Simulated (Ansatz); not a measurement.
# Cu2IBr under changes of volume

One of the cells (21.437 Å³/atom); the others are scaled copies at fixed shape and fractional positions:

```
I Br Cu
1.0
     1.96853    1.13653    6.38762
    -1.96853    1.13653    6.38762
     0.00000   -2.27306    6.38762
I Br Cu
1 1 2
Cartesian
  0.0000 0.0000 0.0000
  0.0000 0.0000 9.5814
  0.0000 0.0000 4.7721
  0.0000 0.0000 14.3907
```

The cell comes from a database or a generator and needn't be the stable form of this composition.

```yaml
Program: Ansatz 0.2.0
Functional: PBE
Potentials_or_basis: Ansatz PAW
Cutoff: "420 eV (not typed: the program's choice for these potentials)"
k_mesh: 8 × 8 × 8
Occupations: fermi-dirac, width 0.05 eV
Spin: no spin polarisation
```

| volume (Å³/atom) | energy over the lowest point (meV/atom) | pressure (GPa) | largest force (eV/Å) |
| --- | --- | --- | --- |
| 20.150 | 21.04 | 4.5 | 0.096 |
| 20.579 | ? | ? | ? |
| 21.008 | 4.21 | 1.9 | 0.050 |
| 21.437 | 0.72 | 0.8 | 0.030 |
| 21.865 | 0.00 | -0.2 | 0.012 |
| 22.294 | 1.73 | -1.1 | 0.004 |
| 22.723 | 5.64 | -1.8 | 0.018 |

Task: What does the run at 20.579 Å³/atom give?

Result: Energy over the lowest point 10.85 meV/atom; pressure 3.1 GPa; largest force 0.072 eV/Å.

Worked out: A Birch-Murnaghan fit of order 3 (a polynomial in V^(-2/3)) to the other rows has its minimum at 21.77 Å³/atom with B0 = V·E''(V) = 48 GPa and B' = 5.2 at fixed shape and positions, which overstates the stiffness. It gives 10.85 meV/atom at 20.579 Å³/atom, against the run's 10.85, and -dE/dV = 3.1 GPa, against 3.1.

Energies are extrapolated to zero smearing.

Caveats: the run has no spin polarisation, though such a crystal can be magnetic.
